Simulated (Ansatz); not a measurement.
HgTe, space group I-4m2, a frozen displacement of one atom

Program: the Ansatz DFT code, driven from Python.

The cells in order, each with its output:

**Cell 1**
```python
import warnings

import ansatz as az
import numpy as np
```

**Cell 2**
```python
warnings.simplefilter('ignore', az.DeckWarning)
```

**Cell 3**
```python
lattice = az.Lattice.of(
    [-3.045603, 3.045603, 1.55941],
    [3.045603, -3.045603, 1.55941],
    [3.045603, 3.045603, -1.55941],
)
sites = [
    ('Hg', [0.25, 0.75, 0.5]),
    ('Te', [0.0, 0.0, 0.0]),
]
xtal = az.Crystal(lattice=lattice)
for symbol, position in sites:
    xtal = xtal.atom(symbol, position)
```

**Cell 4**
```python
inverse = np.linalg.inv(np.array(xtal.lattice.vectors))
home = np.array(xtal.sites[0].position)
values = np.linspace(-0.1, 0.1, 5)
energies, pulls = [], []
for shift in values:
    moved = xtal.move(0, to=home + shift * inverse[2])
    job = (
        moved.calculation()
        .functional('PBEsol')
        .pseudopotentials('paw')
        .basis(550)
        .kpoints(8, 8, 8)
        .occupations('fermi_dirac', width=0.02)
        .scf(tolerance=1e-10)
        .forces()
    )
    rep = job.run(threads=1).report
    energies.append(rep['free_energy_ev'])
    pulls.append(rep['forces_ev_ang'][0][2])
```

**Cell 5**
```python
# the force is minus the slope of the free energy
print('shift (A)   dE (eV)   force along z (eV/A)')
for shift, e, f in zip(values, energies, pulls):
    print(f'{shift:8.3f} {e - energies[2]:10.5f} {f:12.4f}')
print(f'stiffness from energies {2 * np.polyfit(values, energies, 2)[0]:.3f}, from forces {-np.polyfit(values, pulls, 1)[0]:.3f} eV/A^2')
```
Output:
```text
shift (A)   dE (eV)   force along z (eV/A)
  -0.100    0.00087       0.0124
  -0.050    0.00026       0.0100
   0.000    0.00000      -0.0000
   0.050    0.00026      -0.0100
   0.100    0.00087      -0.0124
stiffness from energies 0.170, from forces 0.139 eV/A^2
```

Reading the output:
- In a metal a curvature from energy changes of a few meV or less hangs on mesh and smearing, in size and even in sign.
- Spin-orbit coupling, which matters for elements this heavy, is left out.
- This cell is a computed structure, which may not be the phase found in nature.
- All periodic images of the atom move with it, so the curvature is one diagonal element of the zone-centre force constants and no normal mode; a positive value doesn't exclude soft modes in which several atoms move.
- Timing: 80 s on 1 thread of Arm Neoverse V1, on a shared host, peak memory 0.55 GiB.
